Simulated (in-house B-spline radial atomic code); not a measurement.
# Cs⁵⁺: ionisation energy by several methods

One table from this session's results is given with a row withheld; the runs are named, their logs left out.

Program: in-house B-spline radial atomic code version 1. Level of theory: Dirac-Coulomb, several functionals, exact exchange averaged over the configuration; spherical all-electron atom at the radial basis limit. These are calculated values, not measurements, unless marked.

### What is computed

| Property | Result |
| --- | --- |
| element | caesium (Z = 55) |
| charge | +5 |
| electrons | 50 |
| configuration | [Kr] 4d10 5s2 5p2 |
| nucleus | Fermi, rms radius 4.804 fm |

Outer shells as boxes (Hund's rule):

[Kr] 4d10 5s2 5p2
```
[Kr] core
4d [↑↓][↑↓][↑↓][↑↓][↑↓]
5s [↑↓]
5p [↑ ][↑ ][  ]
```

The boxes only draw the filling; these runs are spin-restricted and spherical.

The first run:

Input settings:

```ini
Z = 55
electrons = 50.0
configuration = [Kr] 4d10 5s2 5p2
hamiltonian = dirac
method = lc_wpbe
spin_polarised = False
nucleus = fermi
rms_radius = 4.8041
mass_number = 133
atomic_mass = 132.905451958
speed_of_light = 137.035999084
exact_exchange = averaged over the configuration
```

Started as:

```sh
> python run_scf.py task.json out
```

One command runs all members of the session, one after another, from task.json.

Steps of the session up to this table: LC-ωPBE; B3LYP; B97-1; CAM-B3LYP.

One table of the session follows, with a row left open; its other results are not shown here.

```
   method  ΔSCF (eV)  with Breit, QED, recoil (eV)
    B3LYP     69.119                        69.083
    B97-1     68.855                        68.819
  LC-ωPBE     69.082                        69.047
CAM-B3LYP          ?                             ?
```

Estimate the missing values for CAM-B3LYP.

The run gave: ΔSCF (eV): 69.166; with Breit, QED, recoil (eV): 69.130. In the column «ΔSCF (eV)» it is the highest.
